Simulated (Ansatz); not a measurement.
# ClH₉O₁₂Si₃Sn: one species, many methods

The task here is to estimate one member of a computed series from the others.

Method: functionals in def2-TZVPP, the program's frozen cores in correlated methods; program: Ansatz 0.2.0, Gaussian basis.

Levels to be run: LDA (SPW92), PBE-D4, revPBE-D4, BLYP-D4, r2SCAN-D4, B97M-V, PBE0-D4, B3LYP-D4, r2SCANh-D4, r2SCAN0-D4, HSE06-D4, BHLYP-D4, CAM-B3LYP-D4, LC-ωPBE, ωB97X-V, ωB97M-V, B2PLYP, PBE-QIDH; CCSD(T)/def2-SVP; MP2/def2-TZVPP; MP2/def2-QZVPP; RPA on PBE.

## The relaxed structure

An earlier PBE0-D4 in a triple-zeta def2 set relaxation fixed the geometry. Sn takes the def2 core potential; no spin-orbit term is included.

SMILES `O[Si](O)(O)[O][Sn]([Cl])([O][Si](O)(O)O)[O][Si](O)(O)O`, 26 atoms, charge 0, spin multiplicity 1.

Atoms are counted from 1 here; the program's logs count them from 0.

Bond lengths: O1–Si2 1.620 Å, O1–H18 0.958 Å, Si2–O3 1.655 Å, Si2–O4 1.611 Å, Si2–O5 1.637 Å, O3–H19 0.960 Å, O4–H20 0.971 Å, O5–Sn6 1.925 Å, Sn6–Cl7 2.287 Å, Sn6–O8 1.940 Å, Sn6–O13 1.913 Å, O8–Si9 1.628 Å, Si9–O10 1.650 Å, Si9–O11 1.624 Å, Si9–O12 1.619 Å, O10–H21 0.960 Å, O11–H22 0.958 Å, O12–H23 0.971 Å and more. Angles: Si2–O1–H18 118.6°, O1–Si2–O3 107.1°, O1–Si2–O4 111.5°, O1–Si2–O5 110.5°, O3–Si2–O4 108.1°, O3–Si2–O5 108.0°, O4–Si2–O5 111.4°, Si2–O3–H19 116.7°, Si2–O4–H20 118.1°, Si2–O5–Sn6 127.1°, O5–Sn6–Cl7 109.2°, O5–Sn6–O8 109.0°, O5–Sn6–O13 109.3°, Cl7–Sn6–O8 111.5°, Cl7–Sn6–O13 113.7°, O8–Sn6–O13 104.0°, Sn6–O8–Si9 137.8°, O8–Si9–O10 104.2° and more.

Set-up of the first run:

The input, in.yaml:

```yaml
crystal:
  periodic: [false, false, false]
  atoms:
    - {symbol: O, position_ang: [-1.754001, 4.145222, 0.340482]}
    - {symbol: Si, position_ang: [-1.550538, 2.558541, 0.084699]}
    - {symbol: O, position_ang: [-2.276083, 1.766645, 1.344013]}
    - {symbol: O, position_ang: [-2.261121, 2.085389, -1.281536]}
    - {symbol: O, position_ang: [0.041100, 2.175489, 0.095206]}
    - {symbol: Sn, position_ang: [0.844910, 0.571097, 0.792388]}
    - {symbol: Cl, position_ang: [0.747269, 0.612198, 3.077422]}
    - {symbol: O, position_ang: [-0.087882, -0.968279, 0.068685]}
    - {symbol: Si, position_ang: [-1.626210, -1.429983, -0.196599]}
    - {symbol: O, position_ang: [-2.022682, -0.710999, -1.627987]}
    - {symbol: O, position_ang: [-1.725209, -3.035184, -0.419758]}
    - {symbol: O, position_ang: [-2.618182, -1.014339, 1.013665]}
    - {symbol: O, position_ang: [2.620578, 0.401776, 0.101682]}
    - {symbol: Si, position_ang: [3.368941, -1.004592, -0.278479]}
    - {symbol: O, position_ang: [2.510203, -1.840829, -1.385577]}
    - {symbol: O, position_ang: [4.840269, -0.733919, -0.906473]}
    - {symbol: O, position_ang: [3.516977, -1.782037, 1.146785]}
    - {symbol: H, position_ang: [-1.298041, 4.763569, -0.231025]}
    - {symbol: H, position_ang: [-2.123319, 2.121923, 2.222801]}
    - {symbol: H, position_ang: [-2.147218, 1.162009, -1.560584]}
    - {symbol: H, position_ang: [-2.790543, -1.074194, -2.075249]}
    - {symbol: H, position_ang: [-1.917035, -3.573169, 0.349650]}
    - {symbol: H, position_ang: [-2.674646, -0.072328, 1.242081]}
    - {symbol: H, position_ang: [1.567984, -1.930546, -1.209591]}
    - {symbol: H, position_ang: [4.882459, -0.548130, -1.845459]}
    - {symbol: H, position_ang: [3.932010, -2.645329, 1.138748]}
basis:
  gaussian: {orbitals: def2-TZVPP}
hamiltonian: {xc: lda}
output: {orbitals: {seedname: orbitals}}
```

On the command line:

```
ansatz run in.yaml --threads 11 --pin off --events-out ev --progress --plain --max-ram 174080MiB --backend cuda --devices 0, --max-vram 75GiB
```

Among the steps run: LDA; PBE-D4 (GGA); revPBE-D4 (GGA); BLYP-D4 (GGA); r2SCAN-D4 (meta-GGA); B97M-V (meta-GGA); B3LYP-D4 (hybrid); r2SCANh-D4 (hybrid); r2SCAN0-D4 (hybrid); HSE06-D4 (hybrid); BHLYP-D4 (hybrid); CAM-B3LYP-D4 (range-separated); LC-ωPBE (range-separated); ωB97X-V (range-separated); ωB97M-V (range-separated); B2PLYP (double hybrid); PBE-QIDH (double hybrid).

One of the session's tables, all rows but one given; the rest of the session is left out.

It belongs to the step «Orbital energies across the functionals». 

```
  functional  HOMO (eV)  LUMO (eV)  gap (eV)
 LDA (SPW92)      -7.49      -3.59      3.90
      PBE-D4      -7.27      -3.21      4.06
   revPBE-D4      -7.19      -3.06      4.13
     BLYP-D4      -7.18      -3.15      4.02
   r2SCAN-D4      -7.69      -3.00      4.70
      B97M-V      -7.78      -2.96      4.82
     PBE0-D4      -9.05      -2.26      6.78
    B3LYP-D4      -8.76      -2.58      6.18
  r2SCANh-D4      -8.35      -2.66      5.70
  r2SCAN0-D4      -9.35      -2.14      7.22
    HSE06-D4      -8.63      -2.63      6.00
    BHLYP-D4     -10.77      -1.26      9.51
CAM-B3LYP-D4     -10.57      -1.26      9.31
     LC-ωPBE     -11.95       0.07     12.02
     ωB97X-V          ?          ?         ?
     ωB97M-V     -11.52      -0.25     11.27
```

Q: Estimate the row for ωB97X-V from the others.

The run gave: HOMO (eV): -11.59; LUMO (eV): -0.10; gap (eV): 11.49. In the column «HOMO (eV)» it lies between LC-ωPBE (-11.95) and ωB97M-V (-11.52).
